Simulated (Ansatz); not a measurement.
# NiO (Fm-3m): equation of state

An exercise on one series of results from a longer session: the logs are not shown, and one member is left open.

Computed with Ansatz 0.2.0 (DFT PBE, scalar-relativistic, plane waves, PAW, unless a step's input says otherwise).

Spin polarisation is switched off on purpose; where the compound carries moments, volume, stiffness and gap are then not the real material's.

### The structure to begin with

It takes space group Fm-3m (No. 225, cubic). Conventional cell: a = 4.159 Å, b = 4.159 Å, c = 4.159 Å, α = 90.00°, β = 90.00°, γ = 90.00°. Ni (site symmetry m-3m) has 6 O at 2.08 Å as nearest neighbours. Around O (site symmetry m-3m) lie 6 Ni at 2.08 Å.

As a file:

```cif
data_structure
_symmetry_space_group_name_H-M 'Fm-3m'
_symmetry_Int_Tables_number 225
_cell_length_a 4.1592
_cell_length_b 4.1592
_cell_length_c 4.1592
_cell_angle_alpha 90.000
_cell_angle_beta 90.000
_cell_angle_gamma 90.000
_cell_volume 71.95
loop_
_atom_site_label
_atom_site_type_symbol
_atom_site_symmetry_multiplicity
_atom_site_Wyckoff_symbol
_atom_site_fract_x
_atom_site_fract_y
_atom_site_fract_z
_atom_site_occupancy
Ni1 Ni 4 a 0.00000 0.00000 0.00000 1
O1 O 4 b 0.00000 0.50000 0.00000 1
```

This cell comes from an earlier session at PBE: 8.994 Å³/atom at 0.00 GPa, on a 14×14×14 mesh.

Volume factors to run: 0.980, 1.020, 0.960, 1.040.

Set-up of the first run:

Input file input.yaml:

```yaml
crystal:
  lattice:
    - [1.4606491166, 0.8433061607, 2.3852168937]
    - [-1.4606491166, 0.8433061607, 2.3852168937]
    - [0.0, -1.6866123213, 2.3852168937]
  atoms:
    - { symbol: Ni, position: [1.0, 0.0, 0.0] }
    - { symbol: O, position: [0.5, 0.5, 0.5] }
basis:
  ecutwfc: 420
  ecutrho_ratio: 4
kpoints:
  mp_grid: { grid: [14, 14, 14] }
hamiltonian:
  xc: pbe
scf:
  occupations: { method: gaussian, width: 0.05 }
output:
  forces: true
  stress: true
  eigenvalues: true
relax:
  f_tol: 0.01
  max_steps: 40
  cell: { stress_tol: 0.1, fix: [volume] }
```

Started as:

```sh
$ ansatz run input.yaml --threads 1 --pin off --max-ram 2560MiB --backend cpu --events-out ev --progress --plain --runs-dir out
```

Steps of the session up to this table: Volume × 0.980; Scaling the volume by 1.020; Volume × 0.960; At 1.040 of the relaxed volume.

One of the session's tables, all rows but one given; the rest of the session is left out.

```
volume (Å³/atom)  energy (meV/atom)  pressure (GPa)
           8.634               9.96            9.21
           8.814               2.39            4.35
           8.994               0.00            0.00
           9.174                  ?               ?
           9.354               8.58           -7.37
```

Estimate the missing values for volume (Å³/atom) = 9.174.

Worked estimate for «energy (meV/atom)». A straight line through the neighbours (8.994, 0.00) and (9.354, 8.58) gives 0.00 + (8.58 − 0.00) × (9.174 − 8.994) / (9.354 − 8.994) = 4.29; a parabola fitted to 3 rows on both sides gives 2.06.

The run gave: energy (meV/atom): 2.24; pressure (GPa): -3.89. In «energy (meV/atom)» the line misses by +2.05 and the parabola by -0.18.

volume (Å³/atom), energy (meV/atom) and a bar:
```
     8.63       10.0 ##############################
     8.81        2.4 #######
     8.99        0.0 
     9.17        2.2 #######
     9.35        8.6 ##########################
```

Caveats from the session: Warnings in the runs' records: near symmetry operations not taken.
